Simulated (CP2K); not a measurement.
Crystal: HPbNO4.

```
CELL_PARAMETERS angstrom
4.12042 0.00000 0.00000
0.00263 6.42744 0.00000
0.00621 3.27160 7.72297
ATOMIC_POSITIONS crystal
H 0.90366 0.21821 0.48851
H 0.40337 0.78177 0.51142
Pb 0.39455 0.30863 0.70725
Pb 0.89489 0.69135 0.29266
N 0.63409 0.19990 0.20730
N 0.13386 0.80012 0.79275
O 0.90829 0.32866 0.54369
O 0.53792 0.39076 0.19497
O 0.53483 0.11279 0.10602
O 0.83718 0.08887 0.32672
O 0.40817 0.67132 0.45624
O 0.03774 0.60924 0.80520
O 0.03429 0.88737 0.89397
O 0.33716 0.91101 0.67330
```

The cell was built by a generator and needn't be a form met in nature.

Base run:

| Property | Result |
| --- | --- |
| Program | CP2K 2026.2 |
| Functional | PBE |
| Dispersion | D3(BJ) |
| Potentials or basis | GTH_POTENTIALS H GTH-PBE-q1, Pb GTH-PBE-q4, N GTH-PBE-q5, O GTH-PBE-q6; DZVP-MOLOPT-SR-GTH basis |
| Density cutoff | 8163 eV |
| k mesh | 5 × 4 × 3 |
| Occupations | fermi-dirac, width 0.05 eV |
| Spin | no spin polarisation |

Its results: band gap on the k mesh 3.33 eV, indirect (least direct gap 3.39 eV); pressure 0.9 GPa.

Problem. The run is repeated on the same cell with these changes: dispersion from D3(BJ) to D4. What comes out?

Solution. Band gap on the k mesh 3.33 eV, indirect (least direct gap 3.39 eV); pressure 0.1 GPa.

Caveats: spin-orbit coupling is left out, which as a rule narrows the gap of such compounds by several tenths of an eV; an odd mesh through Γ misses points on the zone boundary, where band edges often lie; the basis of atomic orbitals isn't converged, which shifts pressures, moduli and gaps.

Not every run made on this cell is shown here.
